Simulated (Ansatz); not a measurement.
Cu, space group Cmcm: a convergence test of the k-point mesh, run with Ansatz 0.2.0, Python API.

Input file `cu.xyz`:
```text
2
Lattice="1.21846369 -3.97637801 0.0 1.21846369 3.97637801 0.0 0.0 0.0 2.47549552" Properties=species:S:1:pos:R:3 pbc="T T T"
Cu    1.21846369    2.91176920    0.61887388
Cu    1.21846369   -2.91176920    1.85662164
```

Script `run_kconv.py`:
```python
# -*- coding: utf-8 -*-
"""Convergence of Cu with the k-point mesh."""

from dataclasses import dataclass

import ansatz as az


@dataclass(frozen=True)
class Settings:
    filling: str = "cold"
    sigma: float = 0.15
    cutoff: int = 420


opts = Settings()


def main():
    xtal = az.Crystal.from_extxyz("cu.xyz")

    model = (
        xtal.calculation()
        .occupations(opts.filling, width=opts.sigma)
        .functional(az.Functional.PBESOL)
        .basis(opts.cutoff)
        .pseudopotentials("paw")
    )

    rows = []
    for value in [(3, 3, 3), (4, 4, 4), (6, 6, 6), (8, 8, 7), (9, 9, 9), (12, 12, 11)]:
        data = model.kpoints(mesh=value).run(threads=1).report
        rows.append((value, data["free_energy_ev"] / len(data["lattice"]["sites"]), data["n_iterations"], data["n_kpoints"]))

    print("        mesh   F/atom (eV)    iterations      k-points")
    for row in rows:
        print(f"{str(row[0]):>12s}  {row[1]:12.5f}  {row[2]:12d}  {row[3]:12d}")

    # the last row is the reference
    for row in rows[:-1]:
        shift = 1000 * (row[1] - rows[-1][1])
        print(f"{row[0]}: {shift:+.2f} meV/atom" + ("  (within 5 meV)" if abs(shift) < 5 else ""))


if __name__ == "__main__":
    main()
```

How fast does the energy converge with the mesh (threshold 5 meV an atom)?

From 8×8×7 on it stays within 5 meV an atom of the value at 12×12×11; the first row (3×3×3) is off by 100.8 meV and the last but one by 1.51 meV. It goes up and down, since the sum over k-points isn't variational.

The run itself:

Running `python run_kconv.py` prints:
```text
        mesh   F/atom (eV)    iterations      k-points
   (3, 3, 3)   -6588.71560             8             8
   (4, 4, 4)   -6588.56556             6            21
   (6, 6, 6)   -6588.60029             6            52
   (8, 8, 7)   -6588.61915             6            84
   (9, 9, 9)   -6588.61330             6           125
(12, 12, 11)   -6588.61481             6           258
(3, 3, 3): -100.79 meV/atom
(4, 4, 4): +49.25 meV/atom
(6, 6, 6): +14.52 meV/atom
(8, 8, 7): -4.35 meV/atom  (within 5 meV)
(9, 9, 9): +1.51 meV/atom  (within 5 meV)
```

What to keep in mind:
- Spin is left out of this run.
- This isn't the structure that Cu takes at ambient conditions.
- Shifts are counted from the finest mesh, which is itself no proven limit.
- The whole script took 13 s on 1 thread of Arm Neoverse V2, with other jobs on the host, peak memory 0.41 GiB.
